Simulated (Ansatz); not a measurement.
# AlFILi (SMILES [Li][Al]([F])[I]): one structure at several levels

The atoms stand at a structure displaced at random from a GFN2-xTB minimum. How far do the functionals agree with CCSD(T) there?

Computed with Ansatz 0.2.0, Gaussian basis. Level: single points in def2-TZVPP.

Cores are frozen in the correlated methods. Filled d shells of the heavier atoms are correlated. Core potentials replace the inner electrons past krypton, and spin-orbit coupling is left out. The outer core shell of Li, Na, Mg and K is correlated. B3LYP uses VWN-RPA correlation.

### 1 Where the work starts

SMILES `[Li][Al]([F])[I]`, 4 atoms, charge 0, spin multiplicity 1.

Atoms are counted from 1 here; the program's logs count them from 0.

Bond lengths: Al2–F3 1.698 Å, Al2–I4 2.596 Å. Angles: F3–Al2–I4 113.3°.

As a file:

```mol
AlFILi
  3D, bonds by distance, orders not assigned

  4  2  0  0  0  0  0  0  0  0999 V2000
    1.0049   -1.6540    1.5276 Li  0  0
   -0.2118   -0.0578    0.0181 Al  0  0
   -1.8839    0.0134   -0.2715 F   0  0
    1.1322    1.7515   -1.2698 I   0  0
  2  3  8  0
  2  4  8  0
M  END
```

### 2 CCSD(T)/def2-TZVPP

File run/in.yaml:

```yaml
crystal:
  periodic: [false, false, false]
  atoms:
    - {symbol: Li, position_ang: [1.004900, -1.654000, 1.527600]}
    - {symbol: Al, position_ang: [-0.211800, -0.057800, 0.018100]}
    - {symbol: F, position_ang: [-1.883900, 0.013400, -0.271500]}
    - {symbol: I, position_ang: [1.132200, 1.751500, -1.269800]}
basis:
  gaussian: {orbitals: def2-TZVPP}
correlation: {method: ccsd_t}
output: {forces: true}
```

The command line of these runs was not kept.

### 3 PBE0-D4/def2-TZVPP

Edit run/in.yaml of step 2 so:

```diff
@@ -9,3 +9,3 @@
   gaussian: {orbitals: def2-TZVPP}
-correlation: {method: ccsd_t}
-output: {forces: true}
+hamiltonian: {xc: pbe0, dispersion: d4}
+output: {forces: true, orbitals: {seedname: orbitals}}
```

### 4 wB97M-V/def2-TZVPP

Edit run/in.yaml of step 3 so:

```diff
@@ -9,3 +9,3 @@
   gaussian: {orbitals: def2-TZVPP}
-hamiltonian: {xc: pbe0, dispersion: d4}
-output: {forces: true, orbitals: {seedname: orbitals}}
+hamiltonian: {xc: {name: wB97M-V}}
+output: {forces: true}
```

### 5 r2SCAN-D4/def2-TZVPP

Edit run/in.yaml of step 4 so:

```diff
@@ -9,3 +9,3 @@
   gaussian: {orbitals: def2-TZVPP}
-hamiltonian: {xc: {name: wB97M-V}}
+hamiltonian: {xc: r2scan, dispersion: d4}
 output: {forces: true}
```

### 6 PBE-D4/def2-TZVPP

Edit run/in.yaml of step 5 so:

```diff
@@ -9,3 +9,3 @@
   gaussian: {orbitals: def2-TZVPP}
-hamiltonian: {xc: r2scan, dispersion: d4}
+hamiltonian: {xc: pbe, dispersion: d4}
 output: {forces: true}
```

### 7 revPBE-D4/def2-TZVPP

Edit run/in.yaml of step 6 so:

```diff
@@ -9,3 +9,3 @@
   gaussian: {orbitals: def2-TZVPP}
-hamiltonian: {xc: pbe, dispersion: d4}
+hamiltonian: {xc: {name: revPBE}, dispersion: d4}
 output: {forces: true}
```

### 8 B3LYP-D4/def2-TZVPP

Edit run/in.yaml of step 7 so:

```diff
@@ -9,3 +9,3 @@
   gaussian: {orbitals: def2-TZVPP}
-hamiltonian: {xc: {name: revPBE}, dispersion: d4}
+hamiltonian: {xc: {name: B3LYP}, dispersion: d4}
 output: {forces: true}
```

(Steps that only read results are left out.)

Q: Predict the outcome of this session. Wanted: energy less free atoms, CCSD(T)/def2-TZVPP; RMS force component; RMS force error; HOMO and LUMO, PBE0-D4; T1 diagnostic.

**Answer**, as computed:

```
                                  quantity                                                                                              value
energy less free atoms, CCSD(T)/def2-TZVPP                                                                                         -10.648 eV
                       RMS force component                                                               0.152 to 0.351 eV/Å over the methods
                           RMS force error  PBE0-D4 0.017, wB97M-V 0.056, r2SCAN-D4 0.030, PBE-D4 0.187, revPBE-D4 0.245, B3LYP-D4 0.092 eV/Å
                    HOMO and LUMO, PBE0-D4                                                                                 -5.91 and -1.75 eV
                             T1 diagnostic                                                                                              0.011
```

**Reading.** Against CCSD(T) the functionals' energies less atoms differ by -0.392 to +0.016 eV, PBE-D4 by -0.392 eV. CCSD(T) in triple zeta still lacks some correlation energy of the bonds, so part of these gaps is its own basis error and they don't rank the functionals. On forces the order runs from PBE0-D4 to revPBE-D4. Frozen-core CCSD(T) forces in triple zeta carry basis errors of their own, and this is one geometry, so small gaps rank nothing.
